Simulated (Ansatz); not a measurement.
Consider vertical spin-state energies of CH6B2Si, SMILES B1CB[SiH2]1 (Ansatz 0.2.0 through its Python package).

`spin_ch6b2si.py`
```python
"""Vertical spin-state energies of CH6B2Si."""

import ansatz as az
from ase import Atoms

atoms = Atoms(["B", "C", "B", "Si", "H", "H", "H", "H", "H", "H"], positions=[
    (0.6985, -0.0194, -1.0973),
    (0.7625, -0.7513, 0.2914),
    (-0.4998, -0.2264, 1.1641),
    (-0.8273, 0.8617, -0.3486),
    (1.2471, 0.0561, -2.1459),
    (0.6902, -1.8289, 0.1324),
    (1.7548, -0.4996, 0.7933),
    (-0.8596, -0.4059, 2.2532),
    (-0.7303, 2.3087, -0.0616),
    (-2.1529, 0.4539, -0.978),
])
molecule = az.Crystal.molecule_from_ase(atoms)

base = (
    molecule.calculation()
    .basis(gaussian="6-31G*")
    .functional("hf")
)
found = {}
for unpaired in [0, 2]:
    r = base.spin("collinear", total=unpaired).run().report
    s = unpaired / 2
    found[unpaired] = r["free_energy_ev"]
    print(f"2S+1 = {unpaired + 1}: E = {found[unpaired]:.5f} eV, <S^2> = {abs(r['mean_field']['state']['spin_squared']):.3f} (pure state {s * (s + 1):.2f})")
lowest = min(found, key=found.get)
for unpaired, e in found.items():
    print(f"multiplicity {unpaired + 1}: {(e - found[lowest]):.3f} eV above the lowest")
```

Which spin state is lowest at this geometry, and how far above lie the others?

In order: multiplicity 1 (+0.00 eV) and multiplicity 3 (+2.17 eV), all at the one geometry.

The output:

```console
$ python spin_ch6b2si.py
2S+1 = 1: E = -10327.24726 eV, <S^2> = 0.000 (pure state 0.00)
2S+1 = 3: E = -10325.07755 eV, <S^2> = 2.020 (pure state 2.00)
multiplicity 1: 0.000 eV above the lowest
multiplicity 3: 2.170 eV above the lowest
```

Caveats:
- Total energies depend on the basis set; only differences at equal settings carry meaning.
- The geometry is a force-field or estimated start, not a minimum of this method, and the basis set is short of its limit. All parts are taken at fixed geometry, without zero-point energy.
- Hartree-Fock leaves correlation out, so it favours high-spin states too much.
- The whole script took 3.7 s on 1 thread of Intel(R) Xeon(R) Platinum 8488C (Sapphire Rapids), on a shared host, peak memory 0.23 GiB.

(Lines on the test bed's own set-up are left out of the output.)
